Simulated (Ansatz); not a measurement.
I need vertical and adiabatic energies of changing the electron count of GeH5Sn, SMILES [GeH3][SnH2]. Use Ansatz 0.2.0, Python API. Use (for the species named): CAM-B3LYP, def2-SVP basis, multiplicity 2.

```xyz
7

Ge   -0.5634   -0.8046   -0.4818
Sn    0.6441    0.7933    1.1564
H    -0.1832   -2.2221   -0.2913
H    -2.0633   -0.6442   -0.2436
H    -0.2968   -0.3356   -1.9669
H     0.1266    2.4651    0.9093
H     2.3972    0.6800    0.8722
```

`adiabatic_geh5sn.py`
```python
# -*- coding: utf-8 -*-
'''Vertical and adiabatic ionisation of GeH5Sn.'''

import itertools

import ansatz as az
from ase.data import atomic_numbers, covalent_radii
import numpy as np

system = (
    az.Crystal.molecule()
    .atom('Ge', (-0.5634, -0.8046, -0.4818))
    .atom('Sn', (0.6441, 0.7933, 1.1564))
    .atom('H', (-0.1832, -2.2221, -0.2913))
    .atom('H', (-2.0633, -0.6442, -0.2436))
    .atom('H', (-0.2968, -0.3356, -1.9669))
    .atom('H', (0.1266, 2.4651, 0.9093))
    .atom('H', (2.3972, 0.68, 0.8722))
)

base = (
    system.calculation()
    .basis(gaussian='def2-SVP')
    .functional('cam_b3lyp')
    .spin('collinear', total=1)
)
symbols = [site.symbol for site in system.cartesian_sites]
start = np.array([site.position_ang for site in system.cartesian_sites], dtype=float)
data = base.relax(force_tolerance=0.01).run(threads=1).report
end = np.array(data['positions_ang'])

minimum = az.Crystal.molecule()
for symbol, place in zip(symbols, end):
    minimum = minimum.atom(symbol, place.tolist())
ion = minimum.calculation().basis(gaussian='def2-SVP').functional('cam_b3lyp').charge(1)
vertical = ion.run(threads=1).report
settled = ion.relax(force_tolerance=0.01, max_steps=80).run(threads=1).report
print(f'vertical ionisation energy   {vertical["free_energy_ev"] - data["free_energy_ev"]:.3f} eV')
print(f'adiabatic, no zero point     {settled["free_energy_ev"] - data["free_energy_ev"]:.3f} eV')
print(f'relaxation energy of the ion {vertical["free_energy_ev"] - settled["free_energy_ev"]:.3f} eV')
ionised = np.array(settled['positions_ang'])
# pairs closer than 1.2 times the sum of covalent radii, before or after
radius = [covalent_radii[atomic_numbers[s]] for s in symbols]
span = lambda where, i, j: np.linalg.norm(where[i] - where[j])
bonded = [(i, j) for i, j in itertools.combinations(range(len(symbols)), 2) if min(span(end, i, j), span(ionised, i, j)) < 1.2 * (radius[i] + radius[j])]
print('pair        before    after (A)')
for i, j in bonded:
    print(f'{symbols[i]}{i}-{symbols[j]}{j}'.ljust(10), f'{span(end, i, j):8.4f} {span(ionised, i, j):8.4f}')
```

`python adiabatic_geh5sn.py` gives:
```text
vertical ionisation energy   8.002 eV
adiabatic, no zero point     7.181 eV
relaxation energy of the ion 0.821 eV
pair        before    after (A)
Ge0-Sn1      2.6174   2.6511
Ge0-H2       1.5360   1.5225
Ge0-H3       1.5360   1.5224
Ge0-H4       1.5392   1.5262
Sn1-H5       1.7234   1.7049
Sn1-H6       1.7234   1.7049
```

The energies are electronic: no zero-point or thermal terms, and the basis set is short of its limit. The product may relax into another structure. Each relaxation finds its nearest minimum, which needn't be the lowest. def2 sets replace the cores of elements past krypton by effective core potentials. The run takes the species as open-shell (spin multiplicity 2), which needn't be its ground state. Only the spin states typed were run; another state of an ion can lie lower, by up to an eV or two. Finished in 66 s on 1 thread of Arm Neoverse V2, with other jobs on the host, peak memory 0.38 GiB.
